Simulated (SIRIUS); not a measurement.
# NiMoIrPdW (P3m1) in SIRIUS: a series of runs

One crystal, NiMoIrPdW, is run at these levels: BPBE; tasks: equation of state.

All numbers are computed with SIRIUS 7.12.0; they aren't measurements. Logs are shortened: lines on timing, memory, paths and dates and some standing lists are left out, and cuts for length are marked. The log counts tension as positive stress, the text compression.

**1. The structure**

It takes space group P3m1 (No. 156, trigonal). Conventional cell: a = 2.761 Å, b = 2.761 Å, c = 11.341 Å, α = 90.00°, β = 90.00°, γ = 120.00°. Around Ni (site symmetry 3m) lie 3 W at 2.59 Å and 3 Pd at 2.68 Å and 6 Ni at 2.76 Å. Mo (site symmetry 3m) is surrounded by 3 Ir at 2.66 Å and 1 W at 2.66 Å and 6 Mo at 2.76 Å. Pd (site symmetry 3m) is surrounded by 3 Ni at 2.68 Å and 6 Pd at 2.76 Å and 3 Ir at 2.84 Å. Around Ir (site symmetry 3m) lie 3 Mo at 2.66 Å and 6 Ir at 2.76 Å and 3 Pd at 2.84 Å. W (site symmetry 3m) has 3 Ni at 2.59 Å and 1 Mo at 2.66 Å and 6 W at 2.76 Å as nearest neighbours.

The cell was built by a generator and needn't be a form met in nature.

**2. Equation of state, BPBE, collinear spin, zero start, 14.07 Å³/atom (volume scaled by 0.94)**

Contents of sirius.json:

```json
{
  "control": {
    "processing_unit": "cpu",
    "std_evp_solver_name": "lapack",
    "gen_evp_solver_name": "lapack",
    "verbosity": 2,
    "print_forces": false,
    "ortho_rf": true,
    "use_second_variation": true,
    "rmt_max": 3.0,
    "num_bands_to_print": 24,
    "save_wf": true
  },
  "parameters": {
    "electronic_structure_method": "full_potential_lapwlo",
    "xc_functionals": ["XC_GGA_X_B88", "XC_GGA_C_PBE"],
    "core_relativity": "dirac",
    "valence_relativity": "zora",
    "num_fv_states": 85,
    "smearing": "fermi_dirac",
    "smearing_width": 0.0018374661,
    "pw_cutoff": 20,
    "gk_cutoff": 3.93,
    "lmax_apw": 11,
    "lmax_rho": 8,
    "lmax_pot": 8,
    "num_mag_dims": 1,
    "auto_rmt": 0,
    "ngridk": [4, 4, 1],
    "shiftk": [0, 0, 0],
    "num_dft_iter": 80,
    "energy_tol": 1e-07,
    "density_tol": 1e-05,
    "use_symmetry": true
  },
  "settings": {"tol_ne": 1e-10},
  "iterative_solver": {"type": "exact"},
  "mixer": {"type": "anderson", "beta": 0.4, "max_history": 8},
  "unit_cell": {
    "lattice_vectors": [[5.1106164088, -0.0, -0.0], [-2.5553082044, 4.4259132462, 0.0], [-0.0, 0.0, 20.9929789734]],
    "atom_types": ["Ir", "Mo", "Ni", "Pd", "W"],
    "atom_files": {"Ir": "Ir.json", "Mo": "Mo.json", "Ni": "Ni.json", "Pd": "Pd.json", "W": "W.json"},
    "atoms": {
      "Ir": [[0.0, 0.0, 1.1779990028, 0.0, 0.0, 0.0]],
      "Mo": [[1.3522243907, 0.7806896688, 3.2688250337, 0.0, 0.0, 0.0]],
      "Ni": [[0.0, 0.0, 7.8781738288, 0.0, 0.0, 0.0]],
      "Pd": [[1.3522243907, 0.7806896688, 9.9871075395, 0.0, 0.0, 0.0]],
      "W": [[1.3522243907, 0.7806896688, 5.8789970979, 0.0, 0.0, 0.0]]
    },
    "atom_coordinate_units": "A"
  }
}
```

Contents of Ir.json:

```json
{
  "name": "iridium",
  "symbol": "Ir",
  "number": 77,
  "mass": 192.217,
[... 35 lines left out ...]
    {"l": 2, "basis": [{"enu": 0.34, "dme": 1, "n": 0, "auto": 0}, {"enu": 0.34, "dme": 2, "n": 0, "auto": 0}]},
    {"l": 2, "basis": [{"enu": 0.34, "dme": 0, "n": 0, "auto": 0}, {"enu": 2.897, "dme": 0, "n": 0, "auto": 0}]},
    {"l": 3, "basis": [{"enu": 0.34, "dme": 0, "n": 0, "auto": 0}, {"enu": 0.34, "dme": 1, "n": 0, "auto": 0}]},
    {
      "l": 3,
      "basis": [{"enu": -1.7296, "dme": 0, "n": 4, "auto": 1}, {"enu": -1.7296, "dme": 1, "n": 4, "auto": 1}]
    },
    {
      "l": 3,
      "basis": [{"enu": -1.7296, "dme": 1, "n": 4, "auto": 1}, {"enu": 0.34, "dme": 0, "n": 0, "auto": 0}]
    },
    {"l": 3, "basis": [{"enu": 0.34, "dme": 0, "n": 0, "auto": 0}, {"enu": 4.1427, "dme": 0, "n": 0, "auto": 0}]},
    {"l": 4, "basis": [{"enu": 0.34, "dme": 0, "n": 0, "auto": 0}, {"enu": 0.34, "dme": 1, "n": 0, "auto": 0}]},
    {"l": 4, "basis": [{"enu": 0.34, "dme": 0, "n": 0, "auto": 0}, {"enu": 3.4871, "dme": 0, "n": 0, "auto": 0}]}
  ],
  "free_atom": [... radial grid and density of the free atom, the start of the SCF ...]
}
```

Contents of Mo.json:

```json
{
  "name": "molybdenum",
  "symbol": "Mo",
  "number": 42,
  "mass": 95.96,
  "rmin": 1e-06,
  "rmt": 2.38,
  "nrmt": 800,
  "rinf": 17.03,
  "core": "1s2s2p3s3p3d",
  "valence": [
[... 21 lines left out ...]
    },
    {
      "l": 1,
      "basis": [{"enu": -0.9313, "dme": 1, "n": 4, "auto": 1}, {"enu": 0.34, "dme": 0, "n": 0, "auto": 0}]
    },
    {"l": 1, "basis": [{"enu": 0.34, "dme": 0, "n": 0, "auto": 0}, {"enu": 3.5884, "dme": 0, "n": 0, "auto": 0}]},
    {"l": 2, "basis": [{"enu": 0.34, "dme": 0, "n": 0, "auto": 0}, {"enu": 0.34, "dme": 1, "n": 0, "auto": 0}]},
    {"l": 2, "basis": [{"enu": 0.34, "dme": 1, "n": 0, "auto": 0}, {"enu": 0.34, "dme": 2, "n": 0, "auto": 0}]},
    {"l": 2, "basis": [{"enu": 0.34, "dme": 0, "n": 0, "auto": 0}, {"enu": 3.094, "dme": 0, "n": 0, "auto": 0}]},
    {"l": 3, "basis": [{"enu": 0.34, "dme": 0, "n": 0, "auto": 0}, {"enu": 0.34, "dme": 1, "n": 0, "auto": 0}]},
    {"l": 3, "basis": [{"enu": 0.34, "dme": 0, "n": 0, "auto": 0}, {"enu": 3.4118, "dme": 0, "n": 0, "auto": 0}]}
  ],
  "free_atom": [... radial grid and density of the free atom, the start of the SCF ...]
}
```

Contents of Ni.json:

```json
{
  "name": "nickel",
  "symbol": "Ni",
  "number": 28,
  "mass": 58.6934,
  "rmin": 1e-06,
  "rmt": 2.24,
  "nrmt": 800,
  "rinf": 14.89,
  "core": "1s2s2p",
  "valence": [
[... 24 lines left out ...]
      "basis": [{"enu": -2.0609, "dme": 1, "n": 3, "auto": 1}, {"enu": 0.34, "dme": 0, "n": 0, "auto": 0}]
    },
    {"l": 1, "basis": [{"enu": 0.34, "dme": 0, "n": 0, "auto": 0}, {"enu": 4.0071, "dme": 0, "n": 0, "auto": 0}]},
    {
      "l": 2,
      "basis": [{"enu": 0.3291, "dme": 0, "n": 0, "auto": 0}, {"enu": 0.3291, "dme": 1, "n": 0, "auto": 0}]
    },
    {
      "l": 2,
      "basis": [{"enu": 0.3291, "dme": 1, "n": 0, "auto": 0}, {"enu": 0.3291, "dme": 2, "n": 0, "auto": 0}]
    },
    {
      "l": 2,
      "basis": [{"enu": 0.3291, "dme": 0, "n": 0, "auto": 0}, {"enu": 3.4381, "dme": 0, "n": 0, "auto": 0}]
    },
    {"l": 3, "basis": [{"enu": 0.34, "dme": 0, "n": 0, "auto": 0}, {"enu": 0.34, "dme": 1, "n": 0, "auto": 0}]},
    {"l": 3, "basis": [{"enu": 0.34, "dme": 0, "n": 0, "auto": 0}, {"enu": 3.8078, "dme": 0, "n": 0, "auto": 0}]}
  ],
  "free_atom": [... radial grid and density of the free atom, the start of the SCF ...]
}
```

Contents of Pd.json:

```json
{
  "name": "palladium",
  "symbol": "Pd",
  "number": 46,
  "mass": 106.42,
  "rmin": 1e-06,
  "rmt": 2.38,
  "nrmt": 800,
  "rinf": 14.72,
  "core": "1s2s2p3s3p3d",
  "valence": [
[... 15 lines left out ...]
    },
    {
      "l": 1,
      "basis": [{"enu": -1.3849, "dme": 1, "n": 4, "auto": 1}, {"enu": 0.34, "dme": 0, "n": 0, "auto": 0}]
    },
    {"l": 1, "basis": [{"enu": 0.34, "dme": 0, "n": 0, "auto": 0}, {"enu": 3.5884, "dme": 0, "n": 0, "auto": 0}]},
    {"l": 2, "basis": [{"enu": 0.34, "dme": 0, "n": 0, "auto": 0}, {"enu": 0.34, "dme": 1, "n": 0, "auto": 0}]},
    {"l": 2, "basis": [{"enu": 0.34, "dme": 1, "n": 0, "auto": 0}, {"enu": 0.34, "dme": 2, "n": 0, "auto": 0}]},
    {"l": 2, "basis": [{"enu": 0.34, "dme": 0, "n": 0, "auto": 0}, {"enu": 3.094, "dme": 0, "n": 0, "auto": 0}]},
    {"l": 3, "basis": [{"enu": 0.34, "dme": 0, "n": 0, "auto": 0}, {"enu": 0.34, "dme": 1, "n": 0, "auto": 0}]},
    {"l": 3, "basis": [{"enu": 0.34, "dme": 0, "n": 0, "auto": 0}, {"enu": 3.4118, "dme": 0, "n": 0, "auto": 0}]}
  ],
  "free_atom": [... radial grid and density of the free atom, the start of the SCF ...]
}
```

Contents of W.json:

```json
{
  "name": "tungsten",
  "symbol": "W",
  "number": 74,
  "mass": 183.84,
[... 35 lines left out ...]
    {"l": 2, "basis": [{"enu": 0.34, "dme": 1, "n": 0, "auto": 0}, {"enu": 0.34, "dme": 2, "n": 0, "auto": 0}]},
    {"l": 2, "basis": [{"enu": 0.34, "dme": 0, "n": 0, "auto": 0}, {"enu": 2.897, "dme": 0, "n": 0, "auto": 0}]},
    {"l": 3, "basis": [{"enu": 0.34, "dme": 0, "n": 0, "auto": 0}, {"enu": 0.34, "dme": 1, "n": 0, "auto": 0}]},
    {
      "l": 3,
      "basis": [{"enu": -0.7262, "dme": 0, "n": 4, "auto": 1}, {"enu": -0.7262, "dme": 1, "n": 4, "auto": 1}]
    },
    {
      "l": 3,
      "basis": [{"enu": -0.7262, "dme": 1, "n": 4, "auto": 1}, {"enu": 0.34, "dme": 0, "n": 0, "auto": 0}]
    },
    {"l": 3, "basis": [{"enu": 0.34, "dme": 0, "n": 0, "auto": 0}, {"enu": 4.1427, "dme": 0, "n": 0, "auto": 0}]},
    {"l": 4, "basis": [{"enu": 0.34, "dme": 0, "n": 0, "auto": 0}, {"enu": 0.34, "dme": 1, "n": 0, "auto": 0}]},
    {"l": 4, "basis": [{"enu": 0.34, "dme": 0, "n": 0, "auto": 0}, {"enu": 3.4871, "dme": 0, "n": 0, "auto": 0}]}
  ],
  "free_atom": [... radial grid and density of the free atom, the start of the SCF ...]
}
```

Contents of sirius_start.json:

```json
{
  "control": {
    "processing_unit": "cpu",
    "std_evp_solver_name": "lapack",
    "gen_evp_solver_name": "lapack",
    "verbosity": 1,
    "print_forces": false,
    "ortho_rf": true,
    "use_second_variation": true,
    "rmt_max": 3.0,
    "num_bands_to_print": 24,
    "save_wf": false
  },
  "parameters": {
    "electronic_structure_method": "full_potential_lapwlo",
    "xc_functionals": ["XC_LDA_X", "XC_LDA_C_PW"],
    "core_relativity": "dirac",
    "valence_relativity": "zora",
    "num_fv_states": 85,
    "smearing": "fermi_dirac",
    "smearing_width": 0.0055123983,
    "pw_cutoff": 20,
    "gk_cutoff": 3.14,
    "lmax_apw": 11,
    "lmax_rho": 8,
    "lmax_pot": 8,
    "num_mag_dims": 1,
    "auto_rmt": 0,
    "ngridk": [2, 2, 1],
    "shiftk": [0, 0, 0],
    "num_dft_iter": 30,
    "energy_tol": 0.01,
    "density_tol": 0.05,
    "use_symmetry": true
  },
  "settings": {"tol_ne": 1e-10},
  "iterative_solver": {"type": "exact"},
  "mixer": {"type": "anderson", "beta": 0.4, "max_history": 8},
  "unit_cell": {
    "lattice_vectors": [[5.1106164088, -0.0, -0.0], [-2.5553082044, 4.4259132462, 0.0], [-0.0, 0.0, 20.9929789734]],
    "atom_types": ["Ir", "Mo", "Ni", "Pd", "W"],
    "atom_files": {"Ir": "Ir.json", "Mo": "Mo.json", "Ni": "Ni.json", "Pd": "Pd.json", "W": "W.json"},
    "atoms": {
      "Ir": [[0.0, 0.0, 1.1779990028, 0.0, 0.0, 0.0]],
      "Mo": [[1.3522243907, 0.7806896688, 3.2688250337, 0.0, 0.0, 0.0]],
      "Ni": [[0.0, 0.0, 7.8781738288, 0.0, 0.0, 0.0]],
      "Pd": [[1.3522243907, 0.7806896688, 9.9871075395, 0.0, 0.0, 0.0]],
      "W": [[1.3522243907, 0.7806896688, 5.8789970979, 0.0, 0.0, 0.0]]
    },
    "atom_coordinate_units": "A"
  }
}
```

Potentials or basis: all-electron FP-LAPW (ZORA valence), apw+lo standard.

On the command line:

```sh
OMP_NUM_THREADS=2 sirius.scf --input=sirius_start.json --output=start.json
OMP_NUM_THREADS=2 sirius.scf --input=sirius.json --output=output.json --task=1
```

Standard output:

```text
[info] SIRIUS version : 7.12.0
[info] number of MPI ranks           : 1
[info] MPI grid                      : 1 1
[info] maximum number of OMP threads : 2
[fft] FFT context for density and potential
[fft] =====================================
[fft]   plane wave cutoff                     : 20
[fft]   grid size                             : 36 36 144   total : 186624
[fft]   grid limits                           : -17 18   -17 18   -71 72
[fft]   number of G-vectors within the cutoff : 64141
[fft]   number of G-shells                    : 8716
[fft] FFT context for coarse grid
[fft] =====================================
[fft]   plane wave cutoff                     : 7.86
[fft]   grid size                             : 15 15 60   total : 13500
[fft]   grid limits                           : -7 7   -7 7   -29 30
[fft]   number of G-vectors within the cutoff : 3893
[fft]   number of G-shells                    : 601
[unit cell] lattice vectors
[unit cell]   a1 :       5.1106164088     -0.0000000000     -0.0000000000
[unit cell]   a2 :      -2.5553082044      4.4259132462      0.0000000000
[unit cell]   a3 :      -0.0000000000      0.0000000000     20.9929789734
[unit cell] reciprocal lattice vectors
[unit cell]   b1 :       1.2294378612      0.7098179469      0.0000000000
[unit cell]   b2 :       0.0000000000      1.4196358938      0.0000000000
[unit cell]   b3 :       0.0000000000      0.0000000000      0.2992993665
[unit cell] unit cell volume :       474.84323244 [a.u.^3]
[unit cell] 1/sqrt(omega)    :         0.04589072
[unit cell] MT volume        :       286.26365675 (60.29%)
[unit cell] IT volume        :       188.57957569 (39.71%)
[unit cell] number of atom types : 5
[unit cell] type id : 0 symbol : Ir mt_radius :   2.470000 num_atoms : 1
[unit cell] type id : 1 symbol : Mo mt_radius :   2.380000 num_atoms : 1
[... 919 lines left out ...]
[find] core_eval_sum                  :  -27051.30580380
[find] kinetic energy                 :   49585.93687891
[find] enuc                           :  -55522.31442109
[find] <rho|V^{XC}>                   :   -1320.02891670
[find] <rho|E^{XC}>                   :   -1010.86640803
[find] <mag|B^{XC}>                   :       0.00000000
[find] <rho|V^{H}>                    :  -75397.72179527
[find] smearing (-TS)                 :      -0.00279148
[find] SCF correction                 :      -0.00000679
[find] Total energy                   :  -44646.10485464 (Ha),  -89292.20970928 (Ry)
[find] Free energy (E-TS)             :  -44646.10764612 (Ha),  -89292.21529225 (Ry)
[find] band gap (eV)                  :       0.00000000
[find] Efermi                         :       0.45713252
[find] iteration : 46, RMS (target) : 8.6010e-06 (1.0000e-05) , energy difference (target) : 2.3065e-09 (1.0000e-07)
[find] converged after 47 SCF iterations!
Warning in function "check_num_electrons" at src/density/density.cpp:1179
wrong number of electrons
  obtained value : 267
  target value : 267
  difference : 1.37703e-05
  total core leakage : 3.3004e-06
    atom class : 0, core leakage : 1.84113e-07
    atom class : 1, core leakage : 1.81861e-06
    atom class : 2, core leakage : 3.22279e-13
    atom class : 3, core leakage : 3.30508e-08
    atom class : 4, core leakage : 1.26462e-06
[find] Charges and magnetic moments
[find] --------------------------------------------------------------------------------
[find] atom      charge    core leakage                 moment                |moment|
[find] --------------------------------------------------------------------------------
[find]    0   75.537973    1.841131e-07  [  0.00000,   0.00000,   0.00000]    0.000000
[find]    1   40.100559    1.818612e-06  [  0.00000,   0.00000,   0.00000]    0.000000
[find]    2   26.987338    3.222790e-13  [  0.00000,   0.00000,   0.00000]    0.000000
[find]    3   44.619346    3.305084e-08  [  0.00000,   0.00000,   0.00000]    0.000000
[find]    4   72.097750    1.264623e-06  [  0.00000,   0.00000,   0.00000]    0.000000
[find] total core leakage    : 3.30039846e-06
[find] interstitial charge   : 7.657021
[find] interstitial moment   : [  0.00000,   0.00000,   0.00000], magnitude : 0.000000
[find] total charge          : 266.999986
[find] total moment          : [  0.00000,   0.00000,   0.00000], magnitude : 0.000000
[find] Energy
[find] --------------------------------------------------------------------------------
[find] valence_eval_sum               :     -80.50802922
[find] core_eval_sum                  :  -27051.30580380
[find] kinetic energy                 :   49585.93687891
[find] enuc                           :  -55522.31442109
[find] <rho|V^{XC}>                   :   -1320.02891670
[find] <rho|E^{XC}>                   :   -1010.86640803
[find] <mag|B^{XC}>                   :       0.00000000
[find] <rho|V^{H}>                    :  -75397.72179527
[find] smearing (-TS)                 :      -0.00279148
[find] SCF correction                 :      -0.00000679
[find] Total energy                   :  -44646.10485464 (Ha),  -89292.20970928 (Ry)
[find] Free energy (E-TS)             :  -44646.10764612 (Ha),  -89292.21529225 (Ry)
[find] band gap (eV)                  :       0.00000000
[find] Efermi                         :       0.45713252
```

It took 20 min on 2 threads of Intel Xeon Platinum 8488C (Sapphire Rapids), shared host; peak memory 1.2 GiB.

The run converged, but some of its settings lie outside the range that counts as converged, so its numbers aren't taken as properties of the crystal.

What came out:

```yaml
Free_energy: -1214882.4795 eV
Band_gap_on_the_k_mesh: none (metal or under the smearing width)
Net_moment: 0.00 μB per cell
All_electrons_inside_the_program's_atomic_spheres: Ni 26.99; Mo 40.10; Pd 44.62; Ir 75.54; W 72.10 (radii Ir 2.47, Mo 2.38, Ni 2.24, Pd 2.38, W 2.47 bohr)
```

Caveat: the k mesh is coarse (spacing up to 0.67 Å⁻¹), so the values aren't converged.

(Continued in part 2 of 4.)
